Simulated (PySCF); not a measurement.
# C₅H₁₀B₂Si: electronic excitations

Aim: predict the electronic excitations of C₅H₁₀B₂Si (`[SiH3]CC1=CBC=CB1`).

Programs: PySCF 2.14.0, with density-fitted response routines of our own. Each step states its level of theory. These are calculated values for one molecule in the gas phase, unless marked as measured. Atoms count from 0, in the outputs and in this text.

## Step 1: The starting structure

18 atoms, charge 0, multiplicity 1; geometry from: GFN2-xTB.

Bonds of the start (Å): Si0–C1 1.91, C1–C2 1.49, C2–C3 1.36, C3–B4 1.54, B4–C5 1.56, C5–C6 1.35, C6–B7 1.55, B7–C2 1.56, Si0–H8 1.46, Si0–H9 1.46, Si0–H10 1.47, C1–H11 1.09, C1–H12 1.09, C3–H13 1.09, B4–H14 1.17, C5–H15 1.09, C6–H16 1.09, B7–H17 1.17.

## Step 2: Excited states and response: CAM-B3LYP/def2-SVPD

What the job is given:

```
{"job": {"kind": "uv", "xc": "CAM-B3LYP", "basis": "def2-SVPD", "nstates": 8, "ntriplets": 3}, "charge": 0, "multiplicity": 1}
Si    -2.679572    -0.291562    -0.676613
C     -1.591981     0.490965     0.688023
C     -0.152806     0.281548     0.363467
C      0.534984     1.194322    -0.366615
B      2.049828     1.064505    -0.582573
C      2.748751    -0.251950    -0.122837
C      2.079793    -1.170199     0.600788
B      0.541998    -1.063653     0.739519
H     -2.386931    -1.718551    -0.807906
H     -2.407265     0.388743    -1.944109
H     -4.085044    -0.105559    -0.302494
H     -1.841629     0.035038     1.646814
H     -1.828452     1.555749     0.747639
H     -0.001739     2.083074    -0.694214
H      2.688882     1.975598    -0.955560
H      3.806961    -0.411042    -0.315708
H      2.616677    -2.040193     0.971539
H     -0.101217    -2.010515     0.999184
```

With the program's defaults for keys left out, this is: TDDFT CAM-B3LYP/def2-SVPD, vertical, gas phase, core orbitals frozen in the response.

Run with:

```console
> OMP_NUM_THREADS=1 python probes_run.py task.json out
```

The driver reads the jobs from task.json and runs them one after another.

Predict these results of the whole session: lowest singlet (CAM-B3LYP/def2-SVPD); brightest single state of those computed; lowest triplet.

**Answer**, as computed:

| quantity | value |
| --- | --- |
| lowest singlet (CAM-B3LYP/def2-SVPD) | 2.69 eV (461 nm), f = 0.008 |
| brightest single state of those computed | state 7, 6.35 eV, f = 0.186 |
| lowest triplet | 1.87 eV |

What this shows: The first singlet state (HOMO→LUMO 0.95) lies at 2.69 eV and is weak; of the 8 states computed, the strongest absorption comes from state 7 at 6.35 eV (the last state computed is bright too, and its partners may lie past the list). The lowest triplet lies 0.82 eV below the lowest singlet (triplets in Tamm-Dancoff, singlets in full TDDFT).
